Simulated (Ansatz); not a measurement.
## NbTe in Ansatz: the effect of functional

NbTe:

```
CELL_PARAMETERS angstrom
3.70297 0.00000 0.00000
-1.85149 3.20687 0.00000
0.00000 0.00000 3.69421
ATOMIC_POSITIONS crystal
Te 0.66667 0.33333 0.00000
Nb 0.00000 0.00000 0.50000
```

The cell comes from a database or a generator and needn't be the stable form of this composition.

Alike in all runs:

```yaml
Program: Ansatz 0.2.0
Task: band structure
Potentials_or_basis: all-electron LAPW, scalar-relativistic
Cutoff: 233 eV (chosen from the basis error)
Basis_error_allowed: 0.001 eV/atom
k_mesh: 8 × 8 × 7
Occupations: fermi-dirac, width 0.05 eV
Spin: no spin polarisation
```

Q: One run gave: pressure -5.2 GPa. Which functional did it use?
A. LDA
B. PBEsol
C. PBE

A: B.

```csv
functional,pressure (GPa)
PBE,-0.6
LDA,-7.5
PBEsol,-5.2
```
